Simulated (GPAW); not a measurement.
TiSi2:

```
Ti Si
1.0
     0.00000    4.11752    4.26290
     2.38951    0.00000    4.26290
     2.38951    4.11752    0.00000
Ti Si
2 4
Direct
  0.75000 0.75000 0.75000
  0.50000 0.50000 0.50000
  0.41257 0.08743 0.41257
  0.08743 0.41257 0.08743
  0.16257 0.83743 0.16257
  0.83743 0.16257 0.83743
```

The cell is a database's computed one.

* Program: GPAW 26.7.0
* Task: relaxation of cell and atoms
* Functional: LDA
* Potentials or basis: the program's PAW data sets (release 1.2.1) made for this functional
* Cutoff: 600 eV
* Basis: pw
* k mesh: 5 × 5 × 5
* Occupations: fermi-dirac, width 0.05 eV
* Spin: no spin polarisation

At the start: pressure -4.7 GPa; volume 13.98 Å³/atom.

Problem. How do energy, volume and symmetry change on relaxing?

Solution. Over 7 steps the energy falls by 6.0 meV/atom and the volume is 13.54 Å³/atom (-3.1 %); space group Fddd (No. 70, to 0.05 Å).

Step by step:
| step | energy change (eV) | largest force (eV/Å) | pressure (GPa) | volume (Å³) |
| --- | --- | --- | --- | --- |
| 1 | 0.0000 | 0.0088 | -4.67 | 83.88 |
| 2 | -0.0064 | 0.0094 | -4.27 | 83.64 |
| 3 | -0.0344 | 0.0129 | 0.30 | 81.13 |
| 4 | -0.0349 | 0.0110 | 0.11 | 81.22 |
| 5 | -0.0357 | 0.0042 | -0.16 | 81.33 |
| 6 | -0.0361 | 0.0044 | -0.24 | 81.34 |
| 7 | -0.0361 | 0.0089 | -0.12 | 81.26 |

Final structure:
```xyz
6
Lattice="0.0000 4.0587 4.2407 2.3606 0.0000 4.2407 2.3606 4.0587 0.0000" Properties=species:S:1:pos:R:3 pbc="T T T"
Ti    3.5409    6.0881    6.3611
Ti    2.3606    4.0587    4.2407
Si    1.1803    3.3527    2.1204
Si    1.1803    0.7060    2.1204
Si    2.3606    1.3233    4.2407
Si    2.3606    6.7941    4.2407
```

Caveat: later steps reuse the first step's grids.
